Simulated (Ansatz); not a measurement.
Born–Oppenheimer molecular dynamics of a periodic cell of 16 atoms, CaO (surface CaO(111)). It starts from a relaxed structure.

The calculation used DFT PBE, scalar-relativistic, plane waves, PAW (Ansatz 0.2.0). Settings: cutoff 420 eV, k mesh 2x2x1, fermi-dirac smearing 0.05 eV, no spin polarisation.

| Quantity | Value |
| --- | --- |
| ensemble | NVT, Langevin thermostat |
| time step | 1 fs |
| steps asked | 250 |
| set temperature | 900 K |
| friction | 0.005 /fs |
| atoms held | 1, 3, 5, 7 |
| seed | 522359 |

Frames 5 fs apart, positions in Å.

Velocities at 80.0 fs (Å/ps):

```
Ca 0.00 0.00 0.00
O -4.15 1.35 -3.88
Ca 0.00 0.00 0.00
O -0.93 -6.07 -4.33
Ca 0.00 0.00 0.00
O 3.04 -2.12 -4.49
Ca 0.00 0.00 0.00
O -4.81 -6.85 -5.03
Ca 4.70 -0.40 -0.81
O 1.00 -6.39 -0.68
Ca -2.70 3.20 12.92
O -12.13 8.18 -4.97
Ca -2.16 0.37 -6.25
O -9.20 -5.46 -1.54
Ca 2.43 1.44 -5.09
O -7.17 3.34 -15.91
```

```xyz
16
Lattice="6.9395 0.0000 0.0000 3.4698 6.0098 0.0000 0.0000 0.0000 17.2496" Properties=species:S:1:pos:R:3 time_fs=80.0 energy_less_start_eV=0.239 T=880
Ca 0.000 0.000 1.000
O 5.090 5.069 1.368
Ca 1.735 3.005 1.000
O 3.432 2.036 1.568
Ca 3.470 0.000 1.000
O 8.612 4.940 1.094
Ca 5.205 3.005 1.000
O 6.835 1.976 1.553
Ca 6.721 3.764 3.759
O 8.539 2.887 4.483
Ca 4.979 1.065 4.727
O 6.773 0.066 3.786
Ca 3.051 4.096 3.543
O 4.859 3.056 3.962
Ca 1.643 1.062 3.400
O 6.894 5.801 3.936
16
Lattice="6.9395 0.0000 0.0000 3.4698 6.0098 0.0000 0.0000 0.0000 17.2496" Properties=species:S:1:pos:R:3 time_fs=85.0 energy_less_start_eV=0.203 T=854
Ca 0.000 0.000 1.000
O 5.084 5.064 1.357
Ca 1.735 3.005 1.000
O 3.420 2.000 1.540
Ca 3.470 0.000 1.000
O 8.634 4.926 1.066
Ca 5.205 3.005 1.000
O 6.826 1.950 1.529
Ca 6.747 3.764 3.753
O 8.542 2.855 4.476
Ca 4.963 1.084 4.783
O 6.713 0.116 3.758
Ca 3.042 4.096 3.509
O 4.809 3.028 3.957
Ca 1.656 1.063 3.379
O 6.864 5.827 3.858
16
Lattice="6.9395 0.0000 0.0000 3.4698 6.0098 0.0000 0.0000 0.0000 17.2496" Properties=species:S:1:pos:R:3 time_fs=90.0 energy_less_start_eV=0.102 T=962
Ca 0.000 0.000 1.000
O 5.117 5.036 1.343
Ca 1.735 3.005 1.000
O 3.400 1.960 1.505
Ca 3.470 0.000 1.000
O 8.664 4.931 1.030
Ca 5.205 3.005 1.000
O 6.850 1.947 1.506
Ca 6.767 3.773 3.746
O 8.546 2.823 4.456
Ca 4.951 1.097 4.827
O 6.655 0.179 3.736
Ca 3.042 4.096 3.473
O 4.769 3.001 3.973
Ca 1.676 1.055 3.367
O 6.847 5.877 3.787
16
Lattice="6.9395 0.0000 0.0000 3.4698 6.0098 0.0000 0.0000 0.0000 17.2496" Properties=species:S:1:pos:R:3 time_fs=95.0 energy_less_start_eV=0.095 T=951
Ca 0.000 0.000 1.000
O 5.182 4.998 1.331
Ca 1.735 3.005 1.000
O 3.381 1.943 1.473
Ca 3.470 0.000 1.000
O 8.704 4.957 0.975
Ca 5.205 3.005 1.000
O 6.902 1.970 1.478
Ca 6.788 3.776 3.743
O 8.561 2.787 4.431
Ca 4.939 1.105 4.866
O 6.600 0.238 3.711
Ca 3.047 4.098 3.446
O 4.748 2.976 3.990
Ca 1.692 1.039 3.362
O 6.840 5.935 3.724
16
Lattice="6.9395 0.0000 0.0000 3.4698 6.0098 0.0000 0.0000 0.0000 17.2496" Properties=species:S:1:pos:R:3 time_fs=100.0 energy_less_start_eV=0.271 T=857
Ca 0.000 0.000 1.000
O 5.260 4.974 1.330
Ca 1.735 3.005 1.000
O 3.364 1.941 1.437
Ca 3.470 0.000 1.000
O 8.736 4.988 0.915
Ca 5.205 3.005 1.000
O 6.966 2.005 1.454
Ca 6.800 3.779 3.746
O 8.575 2.759 4.405
Ca 4.926 1.108 4.894
O 6.543 0.294 3.679
Ca 3.060 4.104 3.426
O 4.750 2.958 3.997
Ca 1.707 1.013 3.359
O 6.861 5.986 3.673
16
Lattice="6.9395 0.0000 0.0000 3.4698 6.0098 0.0000 0.0000 0.0000 17.2496" Properties=species:S:1:pos:R:3 time_fs=105.0 energy_less_start_eV=0.493 T=835
Ca 0.000 0.000 1.000
O 5.330 4.948 1.340
Ca 1.735 3.005 1.000
O 3.361 1.960 1.399
Ca 3.470 0.000 1.000
O 8.755 5.012 0.843
Ca 5.205 3.005 1.000
O 7.038 2.064 1.429
Ca 6.801 3.783 3.752
O 8.579 2.757 4.380
Ca 4.920 1.101 4.914
O 6.487 0.338 3.637
Ca 3.077 4.108 3.414
O 4.771 2.952 4.006
Ca 1.716 0.989 3.356
O 6.904 6.016 3.641
16
Lattice="6.9395 0.0000 0.0000 3.4698 6.0098 0.0000 0.0000 0.0000 17.2496" Properties=species:S:1:pos:R:3 time_fs=110.0 energy_less_start_eV=0.625 T=756
Ca 0.000 0.000 1.000
O 5.367 4.928 1.367
Ca 1.735 3.005 1.000
O 3.373 1.996 1.362
Ca 3.470 0.000 1.000
O 8.763 5.032 0.767
Ca 5.205 3.005 1.000
O 7.098 2.123 1.407
Ca 6.793 3.790 3.759
O 8.574 2.787 4.353
Ca 4.907 1.089 4.920
O 6.441 0.365 3.604
Ca 3.098 4.115 3.409
O 4.809 2.966 4.019
Ca 1.712 0.968 3.351
O 6.969 6.012 3.621
16
Lattice="6.9395 0.0000 0.0000 3.4698 6.0098 0.0000 0.0000 0.0000 17.2496" Properties=species:S:1:pos:R:3 time_fs=115.0 energy_less_start_eV=0.487 T=829
Ca 0.000 0.000 1.000
O 5.369 4.913 1.405
Ca 1.735 3.005 1.000
O 3.409 2.039 1.333
Ca 3.470 0.000 1.000
O 8.761 5.039 0.675
Ca 5.205 3.005 1.000
O 7.105 2.156 1.401
Ca 6.778 3.799 3.762
O 8.572 2.836 4.327
Ca 4.893 1.071 4.922
O 6.414 0.360 3.581
Ca 3.116 4.120 3.414
O 4.869 2.990 4.035
Ca 1.696 0.954 3.348
O 7.040 5.995 3.607
16
Lattice="6.9395 0.0000 0.0000 3.4698 6.0098 0.0000 0.0000 0.0000 17.2496" Properties=species:S:1:pos:R:3 time_fs=120.0 energy_less_start_eV=0.045 T=1130
Ca 0.000 0.000 1.000
O 5.328 4.917 1.451
Ca 1.735 3.005 1.000
O 3.469 2.081 1.309
Ca 3.470 0.000 1.000
O 8.748 5.034 0.560
Ca 5.205 3.005 1.000
O 7.059 2.155 1.401
Ca 6.764 3.807 3.769
O 8.575 2.888 4.303
Ca 4.875 1.057 4.912
O 6.409 0.327 3.560
Ca 3.141 4.131 3.429
O 4.927 3.018 4.058
Ca 1.676 0.937 3.351
O 7.093 5.971 3.595
16
Lattice="6.9395 0.0000 0.0000 3.4698 6.0098 0.0000 0.0000 0.0000 17.2496" Properties=species:S:1:pos:R:3 time_fs=125.0 energy_less_start_eV=-0.364 T=1350
Ca 0.000 0.000 1.000
O 5.262 4.939 1.507
Ca 1.735 3.005 1.000
O 3.522 2.108 1.297
Ca 3.470 0.000 1.000
O 8.722 5.014 0.429
Ca 5.205 3.005 1.000
O 6.979 2.124 1.406
Ca 6.751 3.820 3.780
O 8.584 2.936 4.270
Ca 4.862 1.046 4.895
O 6.424 0.286 3.542
Ca 3.170 4.146 3.450
O 4.952 3.052 4.090
Ca 1.650 0.919 3.361
O 7.127 5.944 3.583
16
Lattice="6.9395 0.0000 0.0000 3.4698 6.0098 0.0000 0.0000 0.0000 17.2496" Properties=species:S:1:pos:R:3 time_fs=130.0 energy_less_start_eV=-0.586 T=1563
Ca 0.000 0.000 1.000
O 5.176 4.975 1.566
Ca 1.735 3.005 1.000
O 3.547 2.104 1.287
Ca 3.470 0.000 1.000
O 8.684 5.000 0.280
Ca 5.205 3.005 1.000
O 6.891 2.067 1.412
Ca 6.747 3.839 3.790
O 8.601 2.969 4.232
Ca 4.847 1.037 4.868
O 6.457 0.233 3.529
Ca 3.196 4.155 3.469
O 4.954 3.077 4.137
Ca 1.626 0.904 3.377
O 7.147 5.912 3.568
16
Lattice="6.9395 0.0000 0.0000 3.4698 6.0098 0.0000 0.0000 0.0000 17.2496" Properties=species:S:1:pos:R:3 time_fs=135.0 energy_less_start_eV=-0.614 T=1594
Ca 0.000 0.000 1.000
O 5.069 5.017 1.618
Ca 1.735 3.005 1.000
O 3.538 2.071 1.290
Ca 3.470 0.000 1.000
O 8.648 4.989 0.131
Ca 5.205 3.005 1.000
O 6.826 1.998 1.415
Ca 6.753 3.860 3.793
O 8.624 2.983 4.192
Ca 4.838 1.036 4.837
O 6.504 0.187 3.529
Ca 3.226 4.150 3.491
O 4.926 3.087 4.201
Ca 1.604 0.887 3.405
O 7.147 5.883 3.552
```

Of the whole run (250 fs, mean temperature of the second half 1277 K): The mean temperature of the second half is 42 % above the set value. A run of 0.25 ps of so small a system gives no equilibrium averages. Limits of this set-up: coarse k mesh, thin slab, slab without dipole correction.

The run took 22 min on 2 threads of Arm Neoverse V1 (shared host), peak memory 1.1 GiB.
